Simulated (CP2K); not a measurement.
# HfB (Fm-3m) in CP2K: notebook, part 2 of 2

CP2K 2026.2. Earlier steps stand in the parts before.

### Step 3. Single point, LDA (the cell as VASP's run set it)

Input file hfb_scf.inp:

```
&GLOBAL
  PROJECT hfb_scf
  RUN_TYPE ENERGY_FORCE
  PRINT_LEVEL LOW
&END GLOBAL
&FORCE_EVAL
  METHOD QS
  STRESS_TENSOR ANALYTICAL
  &DFT
    BASIS_SET_FILE_NAME BASIS_MOLOPT_UZH
    POTENTIAL_FILE_NAME GTH_POTENTIALS
    &MGRID
      CUTOFF 450
      REL_CUTOFF 60
      NGRIDS 4
    &END MGRID
    &QS
      METHOD GPW
      EPS_DEFAULT 1.0E-10
    &END QS
    &KPOINTS
      SCHEME MONKHORST-PACK 10 10 10
      GAMMA_CENTERED T
      SYMMETRY T
      SYMMETRY_BACKEND SPGLIB
    &END KPOINTS
    &SCF
      SCF_GUESS ATOMIC
      EPS_SCF 1.0E-6
      MAX_SCF 100
      ADDED_MOS 13
      CHOLESKY OFF
      EPS_EIGVAL 1.0E-7
      &DIAGONALIZATION ON
        ALGORITHM STANDARD
      &END DIAGONALIZATION
      &MIXING ON
        METHOD BROYDEN_MIXING
        ALPHA 0.4
        BETA 1.5
        NBUFFER 8
      &END MIXING
      &SMEAR ON
        METHOD GAUSSIAN
        SIGMA [eV] 0.1
      &END SMEAR
    &END SCF
    &XC
      &XC_FUNCTIONAL
        &LDA_X
        &END LDA_X
        &LDA_C_PW
        &END LDA_C_PW
      &END XC_FUNCTIONAL
    &END XC
    &PRINT
      &KPOINTS ON
      &END KPOINTS
      &MULLIKEN ON
      &END MULLIKEN
      &MO ON
        ENERGIES T
        OCCUPATION_NUMBERS T
        &EACH
          QS_SCF 0
        &END EACH
        ADD_LAST NUMERIC
      &END MO
    &END PRINT
  &END DFT
  &SUBSYS
    &CELL
      A 3.2668333300 0.0000000000 0.0000000000
      B 1.6334166650 2.8291606537 0.0000000000
      C 1.6334166650 0.9430535512 2.6673582444
      PERIODIC XYZ
    &END CELL
    &COORD
      Hf  3.2668333300 1.8861071025 1.3336791222
      B   0.0000000000 0.0000000000 0.0000000000
    &END COORD
    &KIND Hf
      BASIS_SET TZVP-MOLOPT-PBE-GTH-q12
      POTENTIAL GTH-PADE-q12
    &END KIND
    &KIND B
      BASIS_SET TZVP-MOLOPT-PBE-GTH-q3
      POTENTIAL GTH-PADE-q3
    &END KIND
    &PRINT
      &ATOMIC_COORDINATES ON
      &END ATOMIC_COORDINATES
      &CELL ON
      &END CELL
      &SYMMETRY ON
      &END SYMMETRY
    &END PRINT
  &END SUBSYS
  &PRINT
    &FORCES ON
    &END FORCES
    &STRESS_TENSOR ON
    &END STRESS_TENSOR
  &END PRINT
&END FORCE_EVAL
```

Potentials or basis: GTH_POTENTIALS Hf GTH-PADE-q12, B GTH-PADE-q3; TZVP-MOLOPT-PBE-GTH basis.

Command:

```console
> OMP_NUM_THREADS=1 cp2k.psmp -i hfb_scf.inp -o hfb_scf.out
```

hfb_scf.out:

```text

 CP2K| version string:                                       CP2K version 2026.2
 CP2K| Input file name                                               hfb_scf.inp

 GLOBAL| Force Environment number                                              1
 GLOBAL| Basis set file name                                    BASIS_MOLOPT_UZH
 GLOBAL| Potential file name                                      GTH_POTENTIALS
 GLOBAL| MM Potential file name                                     MM_POTENTIAL
 GLOBAL| Coordinate file name                                      __STD_INPUT__
 GLOBAL| Method name                                                        CP2K
 GLOBAL| Project name                                                    hfb_scf
 GLOBAL| Run type                                                   ENERGY_FORCE
 GLOBAL| FFT library                                                       FFTW3
[... 6 lines left out ...]
 GLOBAL| Total number of message passing processes                             1
 GLOBAL| Number of threads for this process                                    1
 GLOBAL| CPU model name           Intel(R) Xeon(R) Platinum 8259CL CPU @ 2.50GHz

 CELL| Volume [angstrom^3]:                                            24.652782
 CELL| Vector a [angstrom]:       3.267     0.000     0.000   |a| =     3.266833
 CELL| Vector b [angstrom]:       1.633     2.829     0.000   |b| =     3.266833
 CELL| Vector c [angstrom]:       1.633     0.943     2.667   |c| =     3.266833
 CELL| Angle (b,c), alpha [degree]:                                    60.000000
 CELL| Angle (a,c), beta  [degree]:                                    60.000000
 CELL| Angle (a,b), gamma [degree]:                                    60.000000
 CELL| Numerically orthorhombic:                                              NO
 CELL| Periodicity                                                           XYZ

 CELL_REF| Volume [angstrom^3]:                                        24.652782
 CELL_REF| Vector a [angstrom     3.267     0.000     0.000   |a| =     3.266833
 CELL_REF| Vector b [angstrom     1.633     2.829     0.000   |b| =     3.266833
 CELL_REF| Vector c [angstrom     1.633     0.943     2.667   |c| =     3.266833
 CELL_REF| Angle (b,c), alpha [degree]:                                60.000000
 CELL_REF| Angle (a,c), beta  [degree]:                                60.000000
 CELL_REF| Angle (a,b), gamma [degree]:                                60.000000
 CELL_REF| Numerically orthorhombic:                                          NO
 CELL_REF| Periodicity                                                       XYZ
[... 10 lines left out ...]

  Total number of            - Atomic kinds:                                   2
                             - Atoms:                                          2
                             - Shell sets:                                     2
                             - Shells:                                        18
                             - Primitive Cartesian functions:                 10
                             - Cartesian basis functions:                     59
                             - Spherical basis functions:                     52

  Maximum angular momentum of- Orbital basis functions:                        3
                             - Local part of the GTH pseudopotential:          2
                             - Non-local part of the GTH pseudopotential:      4

 MODULE QUICKSTEP: ATOMIC COORDINATES IN ANGSTROM

   Atom Kind Element         X             Y             Z       Z(eff)     Mass
      1    1 Hf   72      3.266833      1.886107      1.333679  12.0000 178.4900
      2    2 B     5      0.000000      0.000000      0.000000   3.0000  10.8110

 Crystal Symmetry Information
       International Symbol:                                               Fm-3m
       Point Group Symbol:                                                  m-3m
       Schoenflies Symbol:                                                  Oh^5
       Number of Symmetry Operations:                                         48

 SCF PARAMETERS         Density guess:                                    ATOMIC
                        --------------------------------------------------------
                        max_scf:                                             100
[... 37 lines left out ...]
 BRILLOUIN|     5           0.00600       -0.40000       -0.40000        0.00000
 BRILLOUIN|     6           0.02400       -0.40000       -0.40000        0.10000
[... 32 lines left out ...]
 BRILLOUIN|    39           0.00800       -0.20000       -0.20000       -0.20000
 BRILLOUIN|    40           0.02400       -0.20000       -0.20000       -0.10000
 [... further k-points ...]
 *******************************************************************************

 Extrapolation method: initial_guess

 Number of electrons:                                                         15
 Number of occupied orbitals:                                                  8
 Number of molecular orbitals:                                                21

 Number of orbital functions:                                                 52
 Number of independent orbital functions:                                     52

 SCF WAVEFUNCTION OPTIMIZATION

  Step     Update method      Time    Convergence         Total energy    Change
  ------------------------------------------------------------------------------
     1 NoMix/Diag. 0.40E+00   14.3    34.40203782       -53.2253242653 -5.32E+01
     2 Broy./Diag. 0.40E+00   11.9     0.59913641       -52.3370244873  8.88E-01
     3 Broy./Diag. 0.40E+00   10.8     1.08465737       -52.6965015523 -3.59E-01
     4 Broy./Diag. 0.40E+00   10.6     0.07375389       -52.7456006007 -4.91E-02
     5 Broy./Diag. 0.40E+00    9.6     0.07670284       -52.7455654600  3.51E-05
     6 Broy./Diag. 0.40E+00   10.1     0.01517606       -52.7367881404  8.78E-03
     7 Broy./Diag. 0.40E+00   12.3     0.00258505       -52.7321764219  4.61E-03
     8 Broy./Diag. 0.40E+00   10.2     0.00047665       -52.7314269123  7.50E-04
     9 Broy./Diag. 0.40E+00    9.9     0.00008759       -52.7314084171  1.85E-05
    10 Broy./Diag. 0.40E+00    9.7     0.00010619       -52.7314378743 -2.95E-05
    11 Broy./Diag. 0.40E+00   10.4     0.00000086       -52.7314413570 -3.48E-06

  *** SCF run converged in    11 steps ***

  Electronic density on regular grids:        -15.0000000004       -0.0000000004
  Core density on regular grids:               14.9999999978       -0.0000000022
  Total charge density on r-space grids:       -0.0000000026
  Total charge density g-space grids:          -0.0000000026

  Overlap energy of the core charge distribution:               0.00000003559928
  Self energy of the core charge distribution:                -78.38950235302488
  Core Hamiltonian energy:                                     18.46377650957784
  Hartree energy:                                              14.44092222899373
  Exchange-correlation energy:                                 -7.24634291654646
  Smearing free energy correction:                             -0.00029486162900
  Fermi energy:                                                 0.36668634186361

  Total energy:                                               -52.73144135700023
  Total energy (extrapolated to sigma->0):                    -52.73129392618573

 MO| EIGENVALUES AND OCCUPATION NUMBERS FOR K POINT 1
 MO|
 MO|  Index      Eigenvalue [a.u.]        Eigenvalue [eV]             Occupation
 MO|      1              -1.819689             -49.516268               2.000000
 MO|      2              -0.648179             -17.637858               2.000000
 MO|      3              -0.621682             -16.916838               2.000000
 MO|      4              -0.621674             -16.916616               2.000000
 MO|      5               0.150061               4.083372               2.000000
 MO|      6               0.260353               7.084567               2.000000
[... 369 lines left out ...]
 MO|     20               1.514689              41.216789               0.000000
 MO|     21               1.552070              42.233974               0.000000
 MO| Sum:                                                              14.000000
 MO| E(Fermi):            0.366686 a.u.          9.978043 eV

 [... the levels of further k-points ...]

 !-----------------------------------------------------------------------------!
                     Mulliken Population Analysis

 #  Atom  Element  Kind  Atomic population                           Net charge
       1     Hf       1         17.895966                             -5.895966
       2     B        2         -2.895966                              5.895966
 # Total charge                             15.000000                  0.000000

 !-----------------------------------------------------------------------------!

 ENERGY| Total FORCE_EVAL ( QS ) energy [hartree]            -52.731442662718848

 FORCES| Atomic forces [hartree/bohr]
 FORCES|   Atom     x               y               z               |f|
 FORCES|      1 -5.26642788E-12 -7.72058621E-10  5.28761571E-12   7.72094688E-10
 FORCES|      2  4.63185010E-12  7.71502745E-10 -4.49399978E-12   7.71529738E-10
 FORCES| Sum    -6.34577773E-13 -5.55875290E-13  7.93615930E-13
 FORCES| Total atomic force                                       1.15823682E-12

 STRESS| Analytical stress tensor [bar]
 STRESS|                        x                   y                   z
 STRESS|      x       -5.41283736506E+05   2.47836189156E-01  -3.40696395861E+00
 STRESS|      y        2.47836189156E-01  -5.41488563174E+05   1.01595408942E+02
 STRESS|      z       -3.40696395861E+00   1.01595408942E+02  -5.41083766087E+05
 STRESS| 1/3 Trace                                            -5.41285355256E+05
 STRESS| Determinant                                          -1.58591079597E+17

 STRESS| Eigenvectors and eigenvalues of the analytical stress tensor [bar]
 STRESS|                        1                   2                   3
 STRESS| Eigenvalues  -5.41512635121E+05  -5.41283779274E+05  -5.41059651373E+05
 STRESS|      x          -0.004484978530      0.999884257705     -0.014538093478
 STRESS|      y           0.973051738467      0.007715425845      0.230457775895
 STRESS|      z          -0.230543269765      0.013112718956      0.972973718745
```

It took 2.4 min on 1 thread of Intel Xeon Platinum 8259CL at 2.50GHz (Skylake/Cascade Lake), shared host; peak memory 0.36 GiB.

What came out:

```yaml
Free_energy: -1434.8955 eV
Pressure: -54.1 GPa
Band_gap_on_the_k_mesh: none (metal or under the smearing width)
Mulliken_charges: Hf -5.90; B +5.90 e
```

Levels at points of the mesh, in eV from the Fermi level:
| k point | band 4 | band 5 | band 6 | band 7 | band 8 | band 9 | band 10 | band 11 | band 12 | band 13 |
| --- | --- | --- | --- | --- | --- | --- | --- | --- | --- | --- |
| (0.00, 0.00, 0.00) | -27.57 | -9.56 | 2.13 | 2.13 | 2.13 | 3.95 | 3.95 | 3.95 | 4.15 | 4.15 |
| (0.00, 0.00, 0.50) | -26.77 | -5.08 | -3.66 | -1.43 | -1.43 | 6.46 | 6.46 | 7.55 | 9.25 | 14.77 |
| (0.00, 0.50, 0.50) | -27.45 | -6.56 | -0.92 | -0.50 | 2.51 | 2.51 | 6.20 | 7.84 | 7.84 | 9.61 |

Caveat: Mulliken charges move with the basis; a pressure of tens of GPa on the cell as given is suspect, and the run, the potentials or the cell itself is likely at fault; the basis of atomic orbitals isn't converged, which shifts pressures, moduli and gaps. The run has no spin-orbit coupling, so splittings on Hf are missing.
